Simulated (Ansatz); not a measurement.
# AlF₂H₄N (built from SMILES [H][H].[NH2][Al]([F])[F]): a reaction path by the nudged elastic band

Aim: the minimum-energy path between two given structures and its highest point. Both ends were relaxed at PBE0-D4 in triple zeta.

Computed with Ansatz 0.2.0, Gaussian basis. Level: PBE0-D4/def2-SVP.

22 further runs of the same task are left out: 22 set aside as unsound or not needed.

### 1 The system as given

The first end: 8 atoms, charge 0, spin multiplicity 1.

Atoms are counted from 1 here; the program's logs count them from 0.

Bond lengths: Al1–N2 1.752 Å, Al1–F3 1.644 Å, Al1–F4 1.644 Å, N2–H7 1.006 Å, N2–H8 1.006 Å, H5–H6 0.755 Å. Angles: N2–Al1–F3 120.4°, N2–Al1–F4 120.4°, F3–Al1–F4 118.6°, Al1–N2–H7 124.4°, Al1–N2–H8 124.4°, H7–N2–H8 110.8°.

Geometry (Å):

| atom | x (Å) | y (Å) | z (Å) |
| --- | --- | --- | --- |
| Al1 | 0.1458 | -0.7055 | -0.0451 |
| N2 | 1.0105 | 0.7675 | -0.4329 |
| F3 | -0.7133 | -1.4946 | -1.2035 |
| F4 | 0.3636 | -1.4390 | 1.4100 |
| H5 | -1.5778 | 0.5539 | 0.6379 |
| H6 | -1.8962 | -0.1151 | 0.7848 |
| H7 | 1.0183 | 1.2001 | -1.3412 |
| H8 | 1.6490 | 1.2329 | 0.1900 |

The second end:

| atom | x (Å) | y (Å) | z (Å) |
| --- | --- | --- | --- |
| Al1 | -0.5002 | -0.8842 | 0.2255 |
| N2 | 0.4164 | 0.8762 | -0.1907 |
| F3 | -0.4307 | -1.5220 | -1.3146 |
| F4 | 0.6459 | -1.4671 | 1.2885 |
| H5 | -0.1394 | 1.6990 | 0.0174 |
| H6 | -1.9244 | -0.5247 | 0.8070 |
| H7 | 0.6543 | 0.8935 | -1.1783 |
| H8 | 1.2780 | 0.9294 | 0.3452 |

### 2 The band at PBE0-D4/def2-SVP

The input, neb/in.yaml:

```yaml
crystal:
  periodic: [false, false, false]
  atoms:
    - {symbol: Al, position_ang: [0.145812, -0.705537, -0.045081]}
    - {symbol: N, position_ang: [1.010508, 0.767485, -0.432852]}
    - {symbol: F, position_ang: [-0.713320, -1.494614, -1.203464]}
    - {symbol: F, position_ang: [0.363607, -1.439010, 1.409978]}
    - {symbol: H, position_ang: [-1.577752, 0.553854, 0.637928]}
    - {symbol: H, position_ang: [-1.896183, -0.115080, 0.784786]}
    - {symbol: H, position_ang: [1.018338, 1.200059, -1.341168]}
    - {symbol: H, position_ang: [1.648989, 1.232944, 0.189972]}
basis:
  gaussian: {orbitals: def2-SVP}
hamiltonian: {xc: pbe0, dispersion: d4}
neb:
  images: 5
  climbing: true
  max_iterations: 40
  initial_path: idpp
  final_atoms:
    - {symbol: Al, position_ang: [-0.500155, -0.884223, 0.225489]}
    - {symbol: N, position_ang: [0.416431, 0.876221, -0.190662]}
    - {symbol: F, position_ang: [-0.430687, -1.521964, -1.314573]}
    - {symbol: F, position_ang: [0.645949, -1.467147, 1.288483]}
    - {symbol: H, position_ang: [-0.139394, 1.699007, 0.017430]}
    - {symbol: H, position_ang: [-1.924445, -0.524673, 0.807021]}
    - {symbol: H, position_ang: [0.654316, 0.893487, -1.178262]}
    - {symbol: H, position_ang: [1.277985, 0.929391, 0.345173]}
```

Started as:

```bash
$ ansatz run in.yaml --threads 2 --pin off --events-out ev --progress --plain --max-ram 4352MiB
```

Log, shortened:

```text
Functional definition: PBE0
  name "PBE0"
  cite "Adamo & Barone, J. Chem. Phys. 110, 6158 (1999) doi:10.1063/1.478522"
  cite "Perdew, Burke & Ernzerhof, Phys. Rev. Lett. 77, 3865 (1996) doi:10.1103/PhysRevLett.77.3865"
  parent pbe
[...]
815 factors; integrals over basis functions are off by at most 3.7e-4 eV
[...]
mean field -13572.48677230 eV, -498.7796891200 hartree, gradient 4.7e-5 eV, S^2 0.000000; 0 other end points of the search recorded, 0 dependent functions left out
[...]
reference -13572.48680156 eV, -498.7796901953 hartree; 21, 21 occupied and 59, 59 virtual orbitals, 815 factors
[... from here to the last solve, the lines of the solves are left out (95 solves) ...]
WARN: NEB end point (image 0): max|allowed force component| = 4.094e-1 eV/Å (the criterion of neb.relax_end_points is 1.000e-2). That is over neb.f_tol: it is no minimum, so the barrier can be far off. Relax it first
WARN: NEB end point (image 6): max|allowed force component| = 3.648e-1 eV/Å (the criterion of neb.relax_end_points is 1.000e-2). That is over neb.f_tol: it is no minimum, so the barrier can be far off. Relax it first
NEB iter   1: max|band force component| = 4.217e0 eV/Å  barrier→ = 3.0969 eV  barrier← = 4.0419 eV  Δτ_max = 0.2000 Å  (175 SCF iters)
[...]
NEB iter   3: max|band force component| = 2.694e0 eV/Å  barrier→ = 0.8971 eV  barrier← = 1.8421 eV  Δτ_max = 0.1034 Å  (134 SCF iters)
[...]
NEB iter   5: max|band force component| = 7.595e-1 eV/Å  barrier→ = 0.5067 eV  barrier← = 1.4517 eV  Δτ_max = 0.0445 Å  (130 SCF iters)
[...]
NEB iter   7: max|band force component| = 8.138e-1 eV/Å  barrier→ = 0.4767 eV  barrier← = 1.4217 eV  CI = image 3  Δτ_max = 0.1490 Å  (136 SCF iters)
[...]
NEB iter   9: max|band force component| = 1.673e-1 eV/Å  barrier→ = 0.5718 eV  barrier← = 1.5168 eV  CI = image 3  Δτ_max = 0.0196 Å  (126 SCF iters)
NEB iter  10: max|band force component| = 5.701e-2 eV/Å  barrier→ = 0.5731 eV  barrier← = 1.5181 eV  CI = image 3  Δτ_max = 0.0051 Å  (125 SCF iters)
[...]
NEB iter  11: max|band force component| = 2.239e-2 eV/Å  barrier→ = 0.5730 eV  barrier← = 1.5180 eV  CI = image 3  Δτ_max = 0.0000 Å  (917 SCF iters)
Total energy: -13572.01137317 eV, -498.7622185244 hartree
Atom 0 at    -0.117335    -0.869493     0.066872 Å, force    -0.005265     0.012099     0.001625 eV/Å
Atom 1 at     0.561742     0.836635    -0.249340 Å, force     0.009472     0.012110    -0.003647 eV/Å
Atom 2 at    -0.601214    -1.711566    -1.278601 Å, force     0.001850    -0.004987    -0.001458 eV/Å
Atom 3 at     0.499580    -1.654921     1.392028 Å, force     0.002421    -0.004872    -0.000015 eV/Å
Atom 4 at    -0.770654     0.774187     0.301140 Å, force    -0.006645    -0.001383     0.002458 eV/Å
Atom 5 at    -1.490019     0.153620     0.610894 Å, force     0.001453    -0.000723    -0.000417 eV/Å
Atom 6 at     0.642351     1.219448    -1.190092 Å, force    -0.001788    -0.006126     0.000673 eV/Å
Atom 7 at     1.275548     1.252191     0.347198 Å, force    -0.001498    -0.006118     0.000781 eV/Å
Dipole moment:     0.209559     0.766904    -0.102604 e Å
```

It took 2.2 min on 2 threads of Intel Xeon Platinum 8488C, shared host.

The last band:

| image | path (Å) | energy (kJ/mol) | Al1–H6 (Å) | N2–H5 (Å) | Al1–N2 (Å) | H5–H6 (Å) |
| --- | --- | --- | --- | --- | --- | --- |
| 0 | 0.00 | 0.0 | 2.28 | 2.81 | 1.75 | 0.76 |
| 1 | 0.48 | 0.7 | 2.22 | 2.41 | 1.76 | 0.77 |
| 2 | 0.95 | 18.9 | 2.05 | 1.95 | 1.78 | 0.80 |
| 3 | 1.43 | 55.3 | 1.80 | 1.44 | 1.86 | 1.00 |
| 4 | 2.00 | -38.0 | 1.63 | 1.05 | 1.99 | 1.65 |
| 5 | 2.56 | -81.1 | 1.59 | 1.02 | 2.03 | 2.32 |
| 6 | 3.13 | -91.2 | 1.58 | 1.01 | 2.03 | 2.96 |

The highest image, 3:

```xyz
8

Al   -0.1173   -0.8695    0.0669
N     0.5617    0.8366   -0.2493
F    -0.6012   -1.7116   -1.2786
F     0.4996   -1.6549    1.3920
H    -0.7707    0.7742    0.3011
H    -1.4900    0.1536    0.6109
H     0.6424    1.2194   -1.1901
H     1.2755    1.2522    0.3472
```

### 3 Summary of results

```
                                                                       quantity                                                 value
                                                PBE0-D4/def2-SVP, 11 iterations  highest 55.3 kJ/mol (image 3), last end -91.2 kJ/mol
from earlier runs: barrier over the separately found saddle, CCSD(T)/def2-TZVPP                                           86.8 kJ/mol
```

**Reading.** The highest image lies 55.3 kJ/mol above the first end, and it climbed, so it estimates the saddle. The ends are not quite minima at this level (largest force component 0.41 eV/Å), so the heights are unreliable: relaxing the first end would lower it and raise the barrier above it. The highest image is 31.6 kJ/mol below the CCSD(T) barrier in triple zeta, which comes from separate runs on the saddle.
